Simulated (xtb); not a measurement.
# C2H10AsGa (SMILES C[CH2][GaH2-][AsH3+]) at GFN2-xTB

Aim: the electronic atomisation energy of C2H10AsGa at GFN2-xTB, from 5 runs. 

The calculation is run with xtb 6.7.1.

10 further runs of the same task are left out: 10 set aside as unsound or not needed.

## Step 1: The system as given

The species is C2H10AsGa (14 atoms), meant as a singlet with charge 0. As SMILES, `C[CH2][GaH2-][AsH3+]`. Geometry: a GFN2-xTB relaxation, a rough one for these elements and not checked as a minimum. This is one conformer, not always the lowest.

Bond lengths: C1–C2 1.535 Å, C2–Ga3 2.032 Å, Ga3–As4 2.835 Å, C1–H5 1.092 Å, C1–H6 1.090 Å, C1–H7 1.099 Å, C2–H8 1.096 Å, C2–H9 1.101 Å, Ga3–H10 1.576 Å, Ga3–H11 1.577 Å, As4–H12 1.490 Å, As4–H13 1.498 Å, As4–H14 1.492 Å. Some angles: C1–C2–Ga3 107.8°, C2–Ga3–As4 93.9°, C1–C2–H8 109.0°, C1–C2–H9 109.5°, Ga3–C2–H8 114.6°, Ga3–C2–H9 110.0°, C2–C1–H5 110.4°, C2–C1–H6 111.9°, C2–C1–H7 110.3°, C2–Ga3–H10 119.9°.

## Step 2: Energy and forces at GFN2-xTB

File xcontrol:

```
$chrg 0
$spin 0
$end
```

File coord:

```
$coord angs
    -0.7245200     1.6761700    -0.2196200  C
     0.0730100     1.2086200     1.0058400  C
     1.5446400    -0.0301900     0.3517900  Ga
    -0.2598300    -2.0475900    -0.4906100  As
    -0.0758800     2.2183500    -0.9106500  H
    -1.5521800     2.3294100     0.0579200  H
    -1.1357000     0.8111800    -0.7593800  H
     0.4277400     2.0865800     1.5579400  H
    -0.5949000     0.6688300     1.6940600  H
     2.1180400     0.1316000    -1.1073600  H
     2.4032300    -0.9992700     1.2524800  H
    -0.0274800    -3.4994400    -0.2465800  H
    -1.7251200    -2.2359000    -0.2430600  H
    -0.4710600    -2.3183600    -1.9427600  H
$end
```

On the command line:

```sh
$ xtb coord --json --grad -I xcontrol -P 1 | tee out.txt
```

Log:

```text
* xtb version 6.7.1
[...]
          :  # basis functions                  38          :
[...]
          :  # electrons                        26          :
[...]
          :  Hamiltonian                  GFN2-xTB          :
[...]
          :  net charge                          0          :
          :  unpaired electrons                  0          :
[...]
   *** convergence criteria satisfied after 13 iterations ***
[...]
         ::                     SUMMARY                     ::
         :::::::::::::::::::::::::::::::::::::::::::::::::::::
         :: total energy             -12.895424613723 Eh    ::
         :: gradient norm              0.000754761763 Eh/a0 ::
         :: HOMO-LUMO gap              4.879368340886 eV    ::
         ::.................................................::
         :: SCC energy               -13.018457484487 Eh    ::
         :: -> isotropic ES            0.015574401363 Eh    ::
         :: -> anisotropic ES          0.003923190745 Eh    ::
         :: -> anisotropic XC          0.004961083336 Eh    ::
         :: -> dispersion             -0.008727782697 Eh    ::
         :: repulsion energy           0.123032870763 Eh    ::
         :: add. restraining           0.000000000000 Eh    ::
         :: total charge               0.000000000000 e     ::
         :::::::::::::::::::::::::::::::::::::::::::::::::::::
[...]
        13        2.0000           -0.3811185             -10.3708 (HOMO)
        14                         -0.2018050              -5.4914 (LUMO)
[...]
     #   Z          covCN         q      C6AA      α(0)
     1   6 C        3.784    -0.086    22.153     6.704
     2   6 C        3.675    -0.112    22.885     6.854
     3  31 Ga       3.383     0.030   218.022    33.113
     4  33 As       3.612     0.117   210.831    26.607
     5   1 H        0.924     0.054     2.275     2.359
     6   1 H        0.924     0.036     2.502     2.474
     7   1 H        0.923     0.043     2.409     2.427
     8   1 H        0.924     0.043     2.411     2.428
     9   1 H        0.923     0.042     2.418     2.432
    10   1 H        0.898    -0.106     5.774     3.760
    11   1 H        0.898    -0.097     5.483     3.664
    12   1 H        0.973     0.013     2.828     2.628
    13   1 H        0.972     0.012     2.856     2.641
    14   1 H        0.972     0.011     2.867     2.646
[...]
molecular dipole:
                 x           y           z       tot (Debye)
 q only:       -1.000      -0.336      -0.214
   full:       -0.961      -0.334      -0.141       2.610
molecular quadrupole (traceless):
[...]
          | TOTAL ENERGY              -12.895424613723 Eh   |
          | GRADIENT NORM               0.000754761763 Eh/α |
          | HOMO-LUMO GAP               4.879368340886 eV   |
           -------------------------------------------------
[...]
```

Standard error:

```text
normal termination of xtb
```

It took 0.06 s on 1 thread of Intel Xeon Platinum 8375C at 2.90GHz (Ice Lake), shared host.

## Step 3: The As atom: the energy at GFN2-xTB

File coord:

```
$coord
      0.000000000000      0.000000000000      0.000000000000  as
$end
```

Run the same way, it converges to -2.23580 Eh (log not shown).

## Step 4: The C atom: the energy at GFN2-xTB

File struc.tmol:

```
$coord
      0.000000000000      0.000000000000      0.000000000000  c
$end
```

Run the same way, it converges to -1.79330 Eh (log not shown).

## Step 5: The Ga atom: the energy at GFN2-xTB

File mol.coord:

```
$coord
      0.000000000000      0.000000000000      0.000000000000  ga
$end
```

On the command line:

```sh
$ xtb mol.coord -c 0 --uhf 1 --sp -P 1 > mol.out
```

Log, cut to the lines that bear on the results:

```text
* xtb version 6.7.1
[...]
          :  # basis functions                  10          :
[...]
          :  # electrons                         3          :
[...]
          :  Hamiltonian                  GFN2-xTB          :
[...]
          :  net charge                          0          :
          :  unpaired electrons                  1          :
[...]
   *** convergence criteria satisfied after 3 iterations ***
[...]
         ::                     SUMMARY                     ::
         :::::::::::::::::::::::::::::::::::::::::::::::::::::
         :: total energy              -1.081111835714 Eh    ::
         :: gradient norm              0.000000000000 Eh/a0 ::
         :: HOMO-LUMO gap              0.000000000000 eV    ::
         ::.................................................::
         :: SCC energy                -1.081111835714 Eh    ::
         :: -> isotropic ES            0.000000000000 Eh    ::
         :: -> anisotropic ES          0.000000000000 Eh    ::
         :: -> anisotropic XC          0.000000000000 Eh    ::
         :: -> dispersion              0.000000000000 Eh    ::
         :: repulsion energy           0.000000000000 Eh    ::
         :: add. restraining           0.000000000000 Eh    ::
         :: total charge              -0.000000000000 e     ::
         :::::::::::::::::::::::::::::::::::::::::::::::::::::
[...]
         2        0.3333           -0.1642648              -4.4699 (HOMO)
         3        0.3333           -0.1642648              -4.4699 (LUMO)
[...]
molecular dipole:
                 x           y           z       tot (Debye)
 q only:        0.000       0.000       0.000
   full:        0.000       0.000       0.000       0.000
molecular quadrupole (traceless):
[...]
          | TOTAL ENERGY               -1.081111835714 Eh   |
          | GRADIENT NORM               0.000000000000 Eh/α |
          | HOMO-LUMO GAP               0.000000000000 eV   |
           -------------------------------------------------
[...]
```

Standard error:

```text
normal termination of xtb
```

Wall time 0.044 s (1 thread of Intel Xeon Platinum 8375C at 2.90GHz (Ice Lake), shared host).

## Step 6: The H atom: a single-point energy at GFN2-xTB

File .CHRG:

```
0
```

File .UHF:

```
1
```

File in.coord:

```
$coord angs
     0.0000000     0.0000000     0.0000000  H
$end
```

On the command line:

```sh
$ xtb in.coord --gfn 2 --scc --json --parallel 1 > xtb.out
```

Log, cut to the lines that bear on the results:

```text
* xtb version 6.7.1
[...]
          :  # basis functions                   1          :
[...]
          :  # electrons                         1          :
[...]
          :  Hamiltonian                  GFN2-xTB          :
[...]
          :  net charge                          0          :
          :  unpaired electrons                  1          :
[...]
   *** convergence criteria satisfied after 3 iterations ***
[...]
         ::                     SUMMARY                     ::
         :::::::::::::::::::::::::::::::::::::::::::::::::::::
         :: total energy              -0.393482763936 Eh    ::
         :: gradient norm              0.000000000000 Eh/a0 ::
         :: HOMO-LUMO gap              0.000000000000 eV    ::
         ::.................................................::
         :: SCC energy                -0.393482763936 Eh    ::
         :: -> isotropic ES            0.000000000000 Eh    ::
         :: -> anisotropic ES          0.000000000000 Eh    ::
         :: -> anisotropic XC          0.000000000000 Eh    ::
         :: -> dispersion              0.000000000000 Eh    ::
         :: repulsion energy           0.000000000000 Eh    ::
         :: add. restraining           0.000000000000 Eh    ::
         :: total charge               0.000000000000 e     ::
         :::::::::::::::::::::::::::::::::::::::::::::::::::::
[...]
         1        1.0000           -0.3934828             -10.7072 (HOMO)
      -------------------------------------------------------------
[...]
molecular dipole:
                 x           y           z       tot (Debye)
 q only:        0.000       0.000       0.000
   full:        0.000       0.000       0.000       0.000
molecular quadrupole (traceless):
[...]
          | TOTAL ENERGY               -0.393482763936 Eh   |
          | GRADIENT NORM               0.000000000000 Eh/α |
          | HOMO-LUMO GAP              10.707211000000 eV   |
           -------------------------------------------------
[...]
```

Standard error:

```text
normal termination of xtb
```

It took 0.06 s on 1 thread of Intel Xeon Platinum 8375C at 2.90GHz (Ice Lake), shared host.

## Step 7: Outcome

Level: GFN2-xTB.

| quantity | value |
| --- | --- |
| molecule: total energy | -12.89542 Eh |
| molecule: dipole moment | 2.61 D |
| molecule: HOMO energy | -10.37 eV |
| molecule: LUMO energy | -5.49 eV |
| molecule: HOMO–LUMO gap | 4.88 eV |
| molecule: dispersion energy | -22.91 kJ/mol |
| molecule: largest force on an atom | 0.021 eV/Å |
| molecule: mean polarisability (D4 model) | 100.7 bohr³ |
| As atom: total energy | -2.23580 Eh |
| As atom: dipole moment | 0.00 D |
| As atom: HOMO energy (partly filled) | -8.09 eV |
| As atom: LUMO energy | 1.32 eV |
| As atom: mean polarisability (D4 model) | 31.0 bohr³ |
| C atom: total energy | -1.79330 Eh |
| C atom: dipole moment | 0.00 D |
| C atom: HOMO energy (partly filled) | -12.88 eV |
| C atom: LUMO energy | -12.88 eV |
| C atom: mean polarisability (D4 model) | 12.3 bohr³ |
| Ga atom: total energy | -1.08111 Eh |
| Ga atom: dipole moment | 0.00 D |
| Ga atom: HOMO energy (partly filled) | -4.47 eV |
| Ga atom: LUMO energy | -4.47 eV |
| Ga atom: mean polarisability (D4 model) | 56.3 bohr³ |
| H atom: total energy | -0.39348 Eh |
| H atom: dipole moment | 0.00 D |
| H atom: HOMO energy (partly filled) | -10.71 eV |
| electronic atomisation energy | 55.976 eV |

What this shows: The method runs without spin polarisation, so open shells lack the exchange term that lowers high spin: such energies come out too high. Taking the molecule apart into free atoms costs 55.98 eV (5401 kJ/mol), before zero-point energy and without spin-orbit coupling. Tight-binding and semi-empirical models aren't fitted to free atoms, so this value can be far from the true one.
